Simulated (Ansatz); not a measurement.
# CH₆Al₂O: how energies converge with the basis set

Aim: see how fast density functionals converge with the basis set for CH₆Al₂O.

Program: Ansatz 0.2.0, Gaussian basis. Level of theory: one geometry, several basis sets. These are calculated values, not measurements.

Levels to be run: PBE0-D4/def2-SVP; ωB97M-V/def2-SVP; PBE0-D4/def2-QZVPP; ωB97M-V/def2-QZVPP; the functionals' def2-TZVPP values are taken from earlier runs.

## (1) Structure used throughout

All runs share one geometry, relaxed beforehand with PBE0-D4 in a triple-zeta def2 set.

10 atoms, charge 0, spin multiplicity 1.

Atoms are counted from 1 here; the program's logs count them from 0.

Bond lengths: Al1–C2 1.980 Å, Al1–O3 1.852 Å, Al1–H5 1.582 Å, Al1–H6 1.582 Å, C2–O3 1.524 Å, C2–Al4 2.250 Å, C2–H7 1.092 Å, C2–H8 1.093 Å, O3–Al4 1.752 Å, Al4–H9 1.574 Å, Al4–H10 1.574 Å. Angles: C2–Al1–O3 46.7°, C2–Al1–H5 116.9°, C2–Al1–H6 116.9°, O3–Al1–H5 112.8°, O3–Al1–H6 112.8°, H5–Al1–H6 124.6°, Al1–C2–O3 62.2°, Al1–C2–Al4 113.2°, Al1–C2–H7 120.0°, Al1–C2–H8 119.8°, O3–C2–Al4 51.0°, O3–C2–H7 111.5°, O3–C2–H8 111.5°, Al4–C2–H7 86.9°, Al4–C2–H8 86.6°, H7–C2–H8 117.2°, Al1–O3–C2 71.0°, Al1–O3–Al4 157.5° and more.

## (2) PBE0-D4 in def2-SVP

in.yaml reads:

```yaml
crystal:
  periodic: [false, false, false]
  atoms:
    - {symbol: Al, position_ang: [-1.013836, 1.500675, 0.197456]}
    - {symbol: C, position_ang: [0.677085, 0.480511, 0.053882]}
    - {symbol: O, position_ang: [-0.631296, -0.296425, -0.037718]}
    - {symbol: Al, position_ang: [0.358867, -1.730063, -0.218264]}
    - {symbol: H, position_ang: [-1.528515, 1.831252, 1.656540]}
    - {symbol: H, position_ang: [-1.548715, 2.190650, -1.121934]}
    - {symbol: H, position_ang: [1.222525, 0.458783, -0.892218]}
    - {symbol: H, position_ang: [1.233466, 0.222395, 0.958002]}
    - {symbol: H, position_ang: [0.652728, -2.180891, -1.697872]}
    - {symbol: H, position_ang: [0.660793, -2.527986, 1.105023]}
basis:
  gaussian: {orbitals: def2-SVP}
hamiltonian: {xc: pbe0, dispersion: d4}
output: {orbitals: {seedname: orbitals}}
```

On the command line:

```sh
$ ansatz run in.yaml --threads 2 --pin off --events-out ev --progress --plain --max-ram 4352MiB
```

Further steps of the session: ωB97M-V in def2-SVP; PBE0-D4 in def2-QZVPP; ωB97M-V in def2-QZVPP.

**Question.** What will the summary of the whole plan be? Wanted: PBE0-D4: double and triple zeta above quadruple; ωB97M-V: double and triple zeta above quadruple.

**Answer**, as computed:

| quantity | value |
| --- | --- |
| PBE0-D4: double and triple zeta above quadruple | 9.03, 0.62 eV |
| ωB97M-V: double and triple zeta above quadruple | 9.13, 0.59 eV |

**Reading.** For PBE0-D4 the step from double to triple zeta gains 8.41 eV and the next only 0.62 eV. These are total energies; as a rule much of such shifts cancels in differences, which this series doesn't test. The LUMO of ωB97M-V is positive and keeps falling with the basis (0.59 to 0.09 eV): an unbound level that the basis holds in place.
